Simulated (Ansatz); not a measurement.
# C2H5BO2: how energies converge with the basis set

An exercise on one series of results from a longer session: the logs are not shown, and one member is left open.

Computed with Ansatz 0.2.0, Gaussian basis. Level: one geometry, several basis sets.

The runs, in order: PBE0-D4/def2-SVP; ωB97M-V/def2-SVP; PBE0-D4/def2-QZVPP; ωB97M-V/def2-QZVPP; the functionals' def2-TZVPP values are taken from earlier runs.

### The geometry

All runs share one geometry, relaxed beforehand with PBE0-D4 in a triple-zeta def2 set.

SMILES `BOC1CO1`, 10 atoms, charge 0, spin multiplicity 1.

Atoms are counted from 1 here; the program's logs count them from 0.

Bond lengths: B1–O2 1.347 Å, B1–H6 1.194 Å, B1–H7 1.200 Å, O2–C3 1.386 Å, C3–C4 1.454 Å, C3–O5 1.386 Å, C3–H8 1.087 Å, C4–O5 1.431 Å, C4–H9 1.087 Å, C4–H10 1.086 Å. Angles: O2–B1–H6 116.4°, O2–B1–H7 120.4°, H6–B1–H7 123.1°, B1–O2–C3 123.0°, O2–C3–C4 122.0°, O2–C3–O5 115.3°, O2–C3–H8 111.4°, C4–C3–O5 60.5°, C4–C3–H8 121.8°, O5–C3–H8 115.6°, C3–C4–O5 57.4°, C3–C4–H9 120.5°, C3–C4–H10 118.6°, O5–C4–H9 115.6°, O5–C4–H10 114.9°, H9–C4–H10 116.1°, C3–O5–C4 62.1°.

Set-up of the first run:

Contents of in.yaml:

```yaml
crystal:
  periodic: [false, false, false]
  atoms:
    - {symbol: B, position_ang: [-1.489776, 0.049385, -0.906901]}
    - {symbol: O, position_ang: [-0.880834, -0.801587, -0.058328]}
    - {symbol: C, position_ang: [0.167801, -0.423522, 0.765502]}
    - {symbol: C, position_ang: [1.324029, 0.298561, 0.260244]}
    - {symbol: O, position_ang: [1.359348, -1.101147, 0.557501]}
    - {symbol: H, position_ang: [-2.397449, -0.394117, -1.544189]}
    - {symbol: H, position_ang: [-1.121235, 1.187737, -0.995006]}
    - {symbol: H, position_ang: [-0.152022, -0.341588, 1.801635]}
    - {symbol: H, position_ang: [1.909969, 0.932676, 0.919915]}
    - {symbol: H, position_ang: [1.363471, 0.542502, -0.797373]}
basis:
  gaussian: {orbitals: def2-SVP}
hamiltonian: {xc: pbe0, dispersion: d4}
output: {orbitals: {seedname: orbitals}}
```

The run is started by

```sh
$ ansatz run in.yaml --threads 2 --pin off --events-out ev --progress --plain --max-ram 4352MiB
```

Steps of the session up to this table: PBE0-D4 in def2-SVP; ωB97M-V in def2-SVP; PBE0-D4 in def2-QZVPP; ωB97M-V in def2-QZVPP.

One table of the session follows, with a row left open; its other results are not shown here.

It belongs to the step «Density functionals: the series». 

```
functional       basis  HOMO (eV)
   PBE0-D4    def2-SVP      -8.39
   PBE0-D4  def2-TZVPP      -8.50
   PBE0-D4  def2-QZVPP      -8.54
   ωB97M-V    def2-SVP     -10.80
   ωB97M-V  def2-TZVPP          ?
   ωB97M-V  def2-QZVPP     -10.95
```

Q: Estimate the row for ωB97M-V, def2-TZVPP from the others.

**Answer.** HOMO (eV): -10.92. In the column «HOMO (eV)» it lies between ωB97M-V, def2-QZVPP (-10.95) and ωB97M-V, def2-SVP (-10.80).
